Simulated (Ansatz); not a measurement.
**AlGeF (triplet): from Hartree-Fock to the top rungs at distance Al2–Ge3 = 2.605 Å, cc-pVDZ**

One table from this session's results is given with a row withheld; the runs are named, their logs left out.

Computed with Ansatz 0.2.0, Gaussian basis. Level: cc-pVDZ, core rule «outside noble gas», up to 20 orbitals frozen.

The runs, in order: UHF; CCSD(T) on ROHF; CCSD(T) on UHF; BCCD(T) on ROHF; CISD; CCSDT(Q) on ROHF; CCSDT(Q) on UHF; CASSCF and MRCISD+Q, 4 electrons in 4 orbitals; CASSCF and NEVPT2, 4 electrons in 4 orbitals.

36 further runs of the same task are left out: 11 for a known fault of the program, 18 that didn't finish, 7 set aside as unsound or not needed.

## The system

The geometry derives from a PBE0/def2-TZVP stationary point (not a proven minimum). One bond is set to the value named and the two fragments are kept rigid. No spin-orbit coupling is included. The filled d shell of Ge may be among the frozen orbitals whatever the setting's name suggests; the logs give the count.

3 atoms, charge 0, spin multiplicity 3.

Atoms are counted from 1 here; the program's logs count them from 0.

Bond lengths: F1–Al2 1.648 Å, Al2–Ge3 2.605 Å. Angles: F1–Al2–Ge3 180.0°.

Coordinates:

```xyz
3
charge 0, multiplicity 3
F     0.0000    0.0000   -1.9671
Al    0.0000    0.0000   -0.3189
Ge    0.0000    0.0000    2.2861
```

The first run:

in.yaml reads:

```yaml
crystal:
  periodic: [false, false, false]
  atoms:
    - {symbol: F, position_ang: [0.000000, 0.000000, -1.967133]}
    - {symbol: Al, position_ang: [0.000000, 0.000000, -0.318933]}
    - {symbol: Ge, position_ang: [0.000000, 0.000000, 2.286067]}
basis:
  gaussian: {orbitals: cc-pVDZ}
magnetization: {spin_polarized: true, initial_magnetization: 2}
hamiltonian: {xc: hf}
output: {orbitals: {seedname: orbitals}}
```

Launch:

```sh
ansatz run in.yaml --threads 1 --pin off --events-out ev --progress --plain --max-ram 2393MiB
```

Among the steps run: UHF; CCSD(T) on ROHF; CCSD(T) on UHF; BCCD(T) on ROHF; CISD; CCSDT(Q) on ROHF; CCSDT(Q) on UHF; CASSCF and MRCISD+Q, 4 electrons in 4 orbitals; CASSCF and NEVPT2, 4 electrons in 4 orbitals.

One table of the session follows, with a row left open; its other results are not shown here.

| method | from UCCSDT(Q) (kJ/mol) |
| --- | --- |
| ROHF | +861.0 |
| UHF | +851.3 |
| RMP2 | +86.1 |
| UMP2 | +87.7 |
| CISD | +108.0 |
| RCCSD | +28.4 |
| UCCSD | +27.5 |
| RCCSD(T) | +6.6 |
| UCCSD(T) | +6.1 |
| BCCD(T) | +6.2 |
| RCCSDT | +2.9 |
| UCCSDT | +2.4 |
| RCCSDT(Q) | +0.9 |
| UCCSDT(Q) | 0 |
| CASSCF pair | ? |
| MRCISD pair | +102.0 |
| MRCISD+Q pair | +21.5 |

Estimate the missing values for CASSCF pair.

As computed: from UCCSDT(Q) (kJ/mol): +820.8. In the column «from UCCSDT(Q) (kJ/mol)» it lies between CISD (+108.0) and UHF (+851.3).

Not comparable, so not listed: CASSCF and NEVPT2, 4 electrons in 4 orbitals (they don't share determinant, frozen orbitals or solution with the rows shown, or repeat one).

Caveats from the session: Restricted and unrestricted rows rest on different reference determinants; where their highest levels disagree by more than a few hundredths of an eV, they describe different states and don't form one ladder. Warnings in the runs' records: passed over end.
